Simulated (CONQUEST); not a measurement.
OGaF3H2, 7 atoms in the cell. The cell holds a molecule in a box, 7 atoms: a = 12.000 Å, b = 12.000 Å, c = 13.000 Å, α = 90.00°, β = 90.00°, γ = 90.00°.  The cell isn't the ideal one: atoms moved at random, drawn with an rms of 0.05 Å.

| Property | Result |
| --- | --- |
| Program | CONQUEST 1.3 |
| Task | single point |
| Functional | OLYP |
| Potentials or basis | PseudoDojo NC PBE, DZP, grid cutoff 60 Ha |
| k mesh | 1 × 1 × 1 |
| Occupations | fermi-dirac, width 0.01 eV |
| Spin | no spin polarisation |
| Solver | diagonalisation |
| SCF tolerance | 1e-06 |

Potentials or basis: PseudoDojo NC PBE, DZP, grid cutoff 60 Ha.

The run is started by

```bash
$ OMP_NUM_THREADS=1 Conquest
```

Hardware: 1 thread of Intel(R) Xeon(R) Platinum 8259CL CPU @ 2.50GHz (Skylake/Cascade Lake) (shared host).

Q: Estimate the wall time of this run.

A: Wall time 31 s on 1 thread of Intel(R) Xeon(R) Platinum 8259CL CPU @ 2.50GHz (Skylake/Cascade Lake) (shared host), peak memory 0.42 GiB. Counts: scf iterations 10, k points 1, basis 80.
